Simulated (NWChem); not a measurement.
**BCl2F (dichlorofluoroborane) at B3LYP/6-31G(d) (spherical functions)**

What is the vertical singlet–triplet gap of BCl2F (dichlorofluoroborane) at B3LYP/6-31G* (spherical functions)? 

The results are computed with NWChem 7.3.0.

7 further runs of the same task are left out: 3 that didn't finish, 4 set aside as unsound or not needed. Runs told in other sessions of the task aren't counted.

## Step 1: The molecule

BCl2F: 4 atoms, total charge 0, spin state singlet. As SMILES, `FB(Cl)Cl`. The shape is that of a PBE0-D4/def2-TZVP optimisation.

Bond lengths: F1–B2 1.310 Å, B2–Cl3 1.739 Å, B2–Cl4 1.739 Å. Angles: F1–B2–Cl3 119.3°, F1–B2–Cl4 119.3°, Cl3–B2–Cl4 121.5°.

## Step 2: Energy and forces at B3LYP/6-31G(d) (spherical functions)

bcl2f.nw

```
echo
start bcl2f
title "BCl2F gradient"
memory total 2200 mb
geometry noautosym nocenter noautoz
   F      0.114370    -1.165320    -0.781190
   B      0.007910    -0.080610    -0.054040
   Cl    -1.549540     0.373780     0.571420
   Cl     1.427260     0.872140     0.263810
end
basis spherical bse
   * library 6-31G*
end
dft
   xc b3lyp
   grid xfine
   convergence energy 1e-08
   iterations 100
   mulliken
end
task dft gradient
```

On the command line:

```bash
$ nwchem bcl2f.nw > bcl2f.out
```

The program printed:

```text
[...]
          Wavefunction type:  closed shell.
          No. of atoms     :     4
          No. of electrons :    48
[...]
          Charge           :     0
          Spin multiplicity:     1
[...]
          AO basis - number of functions:    64
[...]
              XC Information
              --------------
                         B3LYP Method XC Potential
                     Hartree-Fock (Exact) Exchange  0.200
                        Slater Exchange Functional  0.800 local
                    Becke 1988 Exchange Functional  0.720 non-local
              Lee-Yang-Parr Correlation Functional  0.810
                  VWN I RPA Correlation Functional  0.190 local
[...]
 d= 0,ls=0.0,diis     1  -1045.1232605373 -1.23D+03  1.96D-02  7.54D-01     3.8
[...]
 d= 0,ls=0.0,diis     8  -1045.2174307584 -6.34D-09  3.94D-06  7.77D-08    21.8
         Total DFT energy =    -1045.217430758396
      One electron energy =    -1804.836883678209
           Coulomb energy =      649.115261866274
    Exchange-Corr. energy =      -71.164894890951
 Nuclear repulsion energy =      181.669085944490
[...]
      Total Density - Mulliken Population Analysis
     ---------------------------------------------
    Atom       Charge   Shell Charges
 -----------   ------   -------------------------------------------------------
    1 F    9     9.18   2.00  0.94  3.33  0.98  1.93  0.01
    2 B    5     4.64   2.00  0.56  1.37  0.23  0.34  0.15
    3 Cl  17    17.09   2.00  2.00  5.97  1.41  3.65  0.52  1.52  0.02
    4 Cl  17    17.09   2.00  2.00  5.97  1.41  3.65  0.52  1.52  0.02
[...]
  wavefunction    = closed shell
                         DFT ENERGY GRADIENTS
    atom               coordinates                        gradient
                 x          y          z           x          y          z
   1 F       0.216128  -2.202135  -1.476235   -0.000527   0.005373   0.003602
   2 B       0.014948  -0.152331  -0.102121   -0.000064   0.000648   0.000434
   3 Cl     -2.928206   0.706342   1.079827    0.007260  -0.001844  -0.002737
   4 Cl      2.697130   1.648106   0.498529   -0.006669  -0.004177  -0.001298
[...]
```

Wall time 31 s (1 thread of Intel Xeon Platinum 8259CL at 2.50GHz (Skylake/Cascade Lake), shared host); peak memory 0.13 GiB.

## Step 3: The triplet: a single-point energy at UB3LYP/6-31G(d) (spherical functions)

calc.nw

```
start calc
title "BCl2F energy"
memory 2200 mb

geometry units angstrom noautosym nocenter noautoz
  F        0.114370      -1.165320      -0.781190
  B        0.007910      -0.080610      -0.054040
  Cl      -1.549540       0.373780       0.571420
  Cl       1.427260       0.872140       0.263810
end

basis "ao basis" spherical bse
  F library 6-31G*
  B library 6-31G*
  Cl library 6-31G*
end

dft
  xc b3lyp
  mult 3
  grid xfine
  convergence energy 1e-08
  maxiter 100
  mulliken
end

task dft energy
```

On the command line:

```bash
$ nwchem calc.nw > calc.out
```

The program printed:

```text
[...]
          Wavefunction type:  spin polarized.
          No. of atoms     :     4
          No. of electrons :    48
[...]
          Charge           :     0
          Spin multiplicity:     3
[...]
          AO basis - number of functions:    64
[...]
              XC Information
              --------------
                         B3LYP Method XC Potential
                     Hartree-Fock (Exact) Exchange  0.200
                        Slater Exchange Functional  0.800 local
                    Becke 1988 Exchange Functional  0.720 non-local
              Lee-Yang-Parr Correlation Functional  0.810
                  VWN I RPA Correlation Functional  0.190 local
[...]
 d= 0,ls=0.0,diis     1  -1044.8934720524 -1.23D+03  1.17D-02  1.61D-01     4.3
[...]
 d= 0,ls=0.0,diis    12  -1044.9703797724 -4.23D-09  1.63D-06  1.32D-08    43.3
[...]
         Total DFT energy =    -1044.970379772366
      One electron energy =    -1804.325230557065
           Coulomb energy =      648.828004287150
    Exchange-Corr. energy =      -71.142239446940
 Nuclear repulsion energy =      181.669085944490
[...]
      Total Density - Mulliken Population Analysis
     ---------------------------------------------
    Atom       Charge   Shell Charges
 -----------   ------   -------------------------------------------------------
    1 F    9     9.20   2.00  0.93  3.34  0.98  1.94  0.01
    2 B    5     5.01   1.99  0.48  1.62  0.18  0.61  0.13
    3 Cl  17    16.89   2.00  2.00  5.97  1.44  3.56  0.50  1.39  0.03
    4 Cl  17    16.89   2.00  2.00  5.97  1.44  3.56  0.50  1.39  0.03
[...]
      <S2> =      2.0054 (Exact =     2.0000)
[...]
```

It took 44 s on 1 thread of Intel Xeon Platinum 8259CL at 2.50GHz (Skylake/Cascade Lake), shared host; peak memory 0.12 GiB.

## Step 4: What came out

Level: B3LYP/6-31G* (spherical functions).

| quantity | value |
| --- | --- |
| singlet: total energy | -1045.21743 Eh |
| singlet: dipole moment | 0.06 D |
| singlet: HOMO energy | -9.02 eV |
| singlet: LUMO energy | -0.97 eV |
| singlet: HOMO–LUMO gap | 8.05 eV |
| singlet: largest force on an atom | 0.410 eV/Å |
| triplet: total energy | -1044.97038 Eh |
| triplet: dipole moment | 1.50 D |
| triplet: HOMO energy (highest over α and β) | -2.34 eV |
| triplet: ⟨S²⟩ | 2.005 |
| vertical energy of the triplet above the singlet | 6.723 eV |

**Reading.** At this shape the triplet lies 6.72 eV (155 kcal/mol) above the singlet. The largest force (singlet) is 0.41 eV/Å: the shape isn't a stationary point for this species at this level. Mulliken charges (singlet) run from -0.18 on F1 to +0.36 on B2.
